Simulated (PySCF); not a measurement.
**SiH2Br− (SMILES [SiH2-]Br): levels of theory compared**

Aim: a comparison of 6 runs (MP2/STO-6G, BCCD(T)/STO-6G, QCISD(T)/STO-6G, CISD/STO-6G, CCSD(T)/STO-6G, FCI/STO-6G) of SiH2Br−. 

Program for the calculation: PySCF 2.14.0.

4 further runs of the same task are left out: 4 set aside as unsound or not needed.

### 1 Starting point

SiH2Br− has 4 atoms, charge -1, and is taken as a singlet. As SMILES, `[SiH2-]Br`. The shape is that of a GFN2-xTB optimisation.

Bond lengths: Si1–Br2 2.425 Å, Si1–H3 1.496 Å, Si1–H4 1.496 Å. Angles: Br2–Si1–H3 94.3°, Br2–Si1–H4 94.3°, H3–Si1–H4 98.4°.

### 2 A single-point energy at MP2/STO-6G (run 1)

Input file run.py:

```python
from pyscf import gto, mp

mol = gto.M(
    atom='''
Si      -0.191960      -0.343010      -0.619410
Br       1.687710      -0.271360       0.911070
H       -1.209900      -0.529990       0.461390
H       -0.285850       1.144360      -0.753060
''',
    basis='sto-6g',
    charge=-1,
    verbose=4,
    max_memory=1860,
)

hf = mol.RHF()
hf.conv_tol = 1e-10
hf.kernel()
if not hf.converged:
    hf = hf.newton().run(hf.mo_coeff, hf.mo_occ)

pt = mp.MP2(hf, frozen=14).run()
etot = pt.e_tot
print('Final energy', etot)
```

Launch:

```sh
$ OMP_NUM_THREADS=1 python run.py
```

Log:

```text
PySCF version 2.14.0

[... 54 lines left out ...]
converged SCF energy = -2848.56484128455
[... 1 line left out ...]
******** <class 'pyscf.mp.mp2.RMP2'> ********
nocc = 12, nmo = 15
frozen orbitals 14
E(RMP2) = -2848.59875649235  E_corr = -0.0339152078056407
E(SCS-RMP2) = -2848.60499134293  E_corr = -0.0401500583852987
E_corr(same-spin) = -0.000632528055542454
E_corr(oppo-spin) = -0.0332826797500982
Final energy -2848.598756492352
```

Run time: 1.4 s. Hardware: 1 thread of Intel Xeon Platinum 8375C at 2.90GHz (Ice Lake), shared host; peak memory 0.12 GiB.

### 3 A single-point energy at BCCD(T)/STO-6G (run 2)

Input file input.py:

```python
from pyscf import gto, scf, cc
from pyscf.cc.bccd import bccd_kernel_

molecule = gto.M(
    atom='''
Si    -0.191960    -0.343010    -0.619410
Br     1.687710    -0.271360     0.911070
H     -1.209900    -0.529990     0.461390
H     -0.285850     1.144360    -0.753060
''',
    charge=-1,
    max_memory=1860,
    basis='sto-6g',
    verbose=3,
)

mf = scf.RHF(molecule)
mf.conv_tol = 1e-10
mf.kernel()
if not mf.converged:
    mf = mf.newton().run(mf.mo_coeff, mf.mo_occ)

mycc = cc.CCSD(mf, frozen=14).run()
mycc = bccd_kernel_(mycc, diis=True)
e_t = mycc.ccsd_t()
e_tot = mycc.e_tot + e_t
print('Final energy', e_tot)
```

Launch:

```sh
$ OMP_NUM_THREADS=1 python input.py
```

Log:

```text
converged SCF energy = -2848.56484128455
E(CCSD) = -2848.614219325982  E_corr = -0.04937804143540822
BCCD loop starts.

[... 20 lines left out ...]
CCSD converged
[... 22 lines left out ...]
CCSD converged
[... 20 lines left out ...]
CCSD converged
[... 3 lines left out ...]
Final energy -2848.614438184042
```

Run time: 1.5 s. Hardware: 1 thread of Intel Xeon Platinum 8375C at 2.90GHz (Ice Lake), shared host; peak memory 0.1 GiB.

Runs 3 to 5 aren't shown in full; the table further down has their settings and results.

### 4 The energy at FCI/STO-6G (run 6)

Input file start.xyz:

```xyz
4
BrH2Si
Si    -0.191960    -0.343010    -0.619410
Br     1.687710    -0.271360     0.911070
H     -1.209900    -0.529990     0.461390
H     -0.285850     1.144360    -0.753060
```

Input file calc.py:

```python
from pyscf import gto, mcscf
from pyscf import fci

mol = gto.M(
    atom='start.xyz',
    basis='sto-6g',
    charge=-1,
    max_memory=1860,
    verbose=4,
)

myscf = mol.RHF()
myscf.conv_tol = 1e-10
myscf.kernel()
if not myscf.converged:
    myscf = myscf.newton().run(myscf.mo_coeff, myscf.mo_occ)

cas = mcscf.CASCI(myscf, myscf.mo_coeff.shape[-1] - 14, (mol.nelec[0] - 14, mol.nelec[1] - 14))  # full CI above the frozen core
cas.fcisolver = fci.direct_spin0.FCI(mol)  # even spin states alone
cas.kernel()
print('<S^2> = %.4f' % cas.fcisolver.spin_square(cas.ci, cas.ncas, cas.nelecas)[0])
e_final = cas.e_tot
print(f'total energy: {e_final:.8f} hartree')
```

Launch:

```sh
$ OMP_NUM_THREADS=1 python calc.py
```

Log:

```text
PySCF version 2.14.0

[... 54 lines left out ...]
converged SCF energy = -2848.56484128455
[... 1 line left out ...]
******** <class 'pyscf.mcscf.casci.CASCI'> ********
CAS (12e+12e, 15o), ncore = 14, nvir = 0
natorb = False
canonicalization = True
sorting_mo_energy = False
******** <class 'pyscf.fci.direct_spin0.FCISolver'> ********
max. cycles = 100
conv_tol = 1e-10
davidson only = False
linear dependence = 1e-14
level shift = 0.001
max iter space = 12
nroots = 1
pspace_size = 400
spin = None
Density matrix diagonal elements [1.99999776 1.99999962 1.99999967 1.99999999 1.99999999 1.99855788
 1.98671858 1.97480038 1.9867234  1.99727472 1.99773295 1.97146336
 0.02728119 0.03154542 0.0279051 ]
CASCI converged
CASCI E = -2848.61450161608  E(CI) = -179.067926438849  S^2 = 0.0000000
<S^2> = 0.0000
total energy: -2848.61450162 hartree
```

It took 2.8 s on 1 thread of Intel Xeon Platinum 8375C at 2.90GHz (Ice Lake), shared host; peak memory 0.16 GiB.

### 5 Overview of the runs

| run | level | energy (Eh) | HOMO energy (eV) | LUMO energy (eV) | HOMO–LUMO gap (eV) | wall time |
| --- | --- | --- | --- | --- | --- | --- |
| 1 | MP2/STO-6G | -2848.598756 | 1.70 | 16.58 | 14.88 | 1.4 s |
| 2 | BCCD(T)/STO-6G | -2848.614438 | – | – | – | 1.5 s |
| 3 | QCISD(T)/STO-6G | -2848.614477 | 1.70 | 16.58 | 14.88 | 1.4 s |
| 4 | CISD/STO-6G | -2848.613039 | 1.70 | 16.58 | 14.88 | 1.5 s |
| 5 | CCSD(T)/STO-6G | -2848.614447 | 1.70 | 16.58 | 14.88 | 1.4 s |
| 6 | FCI/STO-6G | -2848.614502 | 1.70 | 16.58 | 14.88 | 2.8 s |

### 6 What came out

```
                                                    quantity           value
                                         run 6: total energy  -2848.61450 Eh
                  run 6: HOMO energy (Hartree–Fock orbitals)         1.70 eV
                  run 6: LUMO energy (Hartree–Fock orbitals)        16.58 eV
run 6: HOMO–LUMO gap (to an unbound level, set by the basis)        14.88 eV
         run 6: correlation energy (14 core orbitals frozen)       -49.7 mEh
```

**Reading.** Against full CI in this basis: MP2 +15.7 mEh; BCCD(T) +0.1 mEh; QCISD(T) +0.0 mEh; CISD +1.5 mEh; CCSD(T) +0.1 mEh. In runs 1, 3, 4, 5, 6 the HOMO lies above zero, so the outermost electron may be held by the basis alone. In runs 1, 2, 3, 4, 5, 6 the basis is minimal, so the values are rough. All runs together took 10 s, the longest 2.8 s.
